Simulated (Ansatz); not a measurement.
# C₇H₁₆O₃: a ladder of functionals and wavefunction methods

How much do the methods differ for C₇H₁₆O₃? The plan is to run it at one geometry with functionals of several rungs and with coupled cluster. The yardstick is the atomisation energy at the CCSD(T) limit.

Computed with Ansatz 0.2.0, Gaussian basis. Level: functionals in def2-TZVPP, the program's frozen cores in correlated methods.

The runs, in order: LDA (SPW92), PBE-D4, revPBE-D4, BLYP-D4, r2SCAN-D4, B97M-V, PBE0-D4, B3LYP-D4, r2SCANh-D4, r2SCAN0-D4, HSE06-D4, BHLYP-D4, CAM-B3LYP-D4, LC-ωPBE, ωB97X-V, ωB97M-V, B2PLYP, PBE-QIDH; CCSD(T)/def2-SVP; CCSD(T)/def2-TZVPP; MP2/def2-QZVPP; extrapolation to the limit; RPA on PBE.

**1. The geometry**

An earlier PBE0-D4 in a triple-zeta def2 set relaxation fixed the geometry.

SMILES `CCOC(OCC)OCC`, 26 atoms, charge 0, spin multiplicity 1.

Atoms are counted from 1 here; the program's logs count them from 0.

Bond lengths: C1–C2 1.507 Å, C1–H11 1.092 Å, C1–H12 1.092 Å, C1–H13 1.092 Å, C2–O3 1.424 Å, C2–H14 1.094 Å, C2–H15 1.095 Å, O3–C4 1.376 Å, C4–O5 1.396 Å, C4–O8 1.380 Å, C4–H16 1.101 Å, O5–C6 1.413 Å, C6–C7 1.507 Å, C6–H17 1.096 Å, C6–H18 1.100 Å, C7–H19 1.092 Å, C7–H20 1.092 Å, C7–H21 1.092 Å and more. Angles: C2–C1–H11 110.7°, C2–C1–H12 111.0°, C2–C1–H13 110.1°, H11–C1–H12 108.2°, H11–C1–H13 108.3°, H12–C1–H13 108.4°, C1–C2–O3 107.6°, C1–C2–H14 111.1°, C1–C2–H15 111.1°, O3–C2–H14 109.5°, O3–C2–H15 109.7°, H14–C2–H15 107.8°, C2–O3–C4 115.5°, O3–C4–O5 113.1°, O3–C4–O8 109.1°, O3–C4–H16 105.0°, O5–C4–O8 108.0°, O5–C4–H16 109.4° and more.

**2. LDA**

This LDA is Slater exchange with PW92 correlation.

File in.yaml:

```yaml
crystal:
  periodic: [false, false, false]
  atoms:
    - {symbol: C, position_ang: [0.428883, -0.678003, 3.500415]}
    - {symbol: C, position_ang: [-0.145298, -0.012008, 2.277110]}
    - {symbol: O, position_ang: [-0.136903, -0.968527, 1.222058]}
    - {symbol: C, position_ang: [-0.417210, -0.472461, -0.030177]}
    - {symbol: O, position_ang: [0.530698, 0.448951, -0.480328]}
    - {symbol: C, position_ang: [1.790019, -0.126676, -0.764109]}
    - {symbol: C, position_ang: [2.680977, 0.940130, -1.345379]}
    - {symbol: O, position_ang: [-1.643711, 0.158646, -0.001718]}
    - {symbol: C, position_ang: [-2.096034, 0.708478, -1.228312]}
    - {symbol: C, position_ang: [-2.391736, -0.332861, -2.287154]}
    - {symbol: H, position_ang: [-0.160336, -1.555454, 3.774308]}
    - {symbol: H, position_ang: [1.457733, -0.998927, 3.324089]}
    - {symbol: H, position_ang: [0.424073, 0.016188, 4.343740]}
    - {symbol: H, position_ang: [-1.170370, 0.324293, 2.456835]}
    - {symbol: H, position_ang: [0.448269, 0.861370, 1.987724]}
    - {symbol: H, position_ang: [-0.415081, -1.352089, -0.692868]}
    - {symbol: H, position_ang: [2.225562, -0.544969, 0.150992]}
    - {symbol: H, position_ang: [1.664021, -0.957565, -1.473970]}
    - {symbol: H, position_ang: [2.252946, 1.344498, -2.264774]}
    - {symbol: H, position_ang: [2.809013, 1.761362, -0.637520]}
    - {symbol: H, position_ang: [3.665574, 0.526991, -1.574739]}
    - {symbol: H, position_ang: [-1.370234, 1.439686, -1.595769]}
    - {symbol: H, position_ang: [-3.009682, 1.244479, -0.964602]}
    - {symbol: H, position_ang: [-1.485166, -0.827674, -2.642162]}
    - {symbol: H, position_ang: [-3.074785, -1.093966, -1.903918]}
    - {symbol: H, position_ang: [-2.861226, 0.146118, -3.149790]}
basis:
  gaussian: {orbitals: def2-TZVPP}
hamiltonian: {xc: lda}
output: {orbitals: {seedname: orbitals}}
```

The run is started by

```console
ansatz run in.yaml --threads 4 --pin off --events-out ev --progress --plain --max-ram 66560MiB --backend cuda --devices 0, --max-vram 37GiB
```

After this run come: PBE-D4 (GGA); revPBE-D4 (GGA); BLYP-D4 (GGA); r2SCAN-D4 (meta-GGA); B97M-V (meta-GGA); B3LYP-D4 (hybrid); r2SCANh-D4 (hybrid); r2SCAN0-D4 (hybrid); HSE06-D4 (hybrid); BHLYP-D4 (hybrid); CAM-B3LYP-D4 (range-separated); LC-ωPBE (range-separated); ωB97X-V (range-separated); ωB97M-V (range-separated); B2PLYP (double hybrid); PBE-QIDH (double hybrid); CCSD(T) in def2-SVP; CCSD(T) in def2-TZVPP; MP2 in def2-QZVPP; RPA on PBE orbitals.

**Question.** What will the summary of the whole plan be? Wanted: atomisation energy, CCSD(T)/CBS; farthest beyond LDA; mean size of error, GGA; mean size of error, meta-GGA; mean size of error, hybrid; mean size of error, range-separated; mean size of error, double hybrid; gap, smallest and largest; T1 diagnostic.

The runs gave:

```
                               quantity                                                                                             value
        atomisation energy, CCSD(T)/CBS                                                                                        107.317 eV
    functionals within 0.537 eV (0.5 %)  revPBE-D4, BLYP-D4, r2SCAN-D4, B97M-V, B3LYP-D4, r2SCANh-D4, LC-ωPBE, ωB97X-V, ωB97M-V, PBE-QIDH
                    farthest beyond LDA                                                                              BHLYP-D4 (-3.178 eV)
                mean size of error, GGA                                                                                          0.996 eV
           mean size of error, meta-GGA                                                                                          0.159 eV
             mean size of error, hybrid                                                                                          0.990 eV
    mean size of error, range-separated                                                                                          0.317 eV
      mean size of error, double hybrid                                                                                          0.777 eV
              gap, smallest and largest                                                             6.27 eV (BLYP-D4), 13.54 eV (LC-ωPBE)
                          T1 diagnostic                                                                                            0.0109
triples share of the correlation energy                                                                                             3.8 %
```

What this shows: LDA overbinds by 16.388 eV (15 %). PBE-D4 misses by +2.448 eV. Double hybrids carry the basis error of their MP2 part in triple zeta, and no dispersion term here, so their miss is partly the set-up's. The rungs meta-GGA, range-separated miss on average by less than the doubt on the reference (0.537 eV), so they tie. Misses under about 0.537 eV are within the doubt on the reference itself, which lacks core-valence correlation, relativity and higher excitations. Hartree-Fock recovers 73 % of the binding; the rest is correlation. CCSD(T) in def2-SVP is off by -4.391 eV, more than most functionals: a good method in a small basis is no reference. Orbital gaps span 6.3 to 13.5 eV; exact exchange widens them.
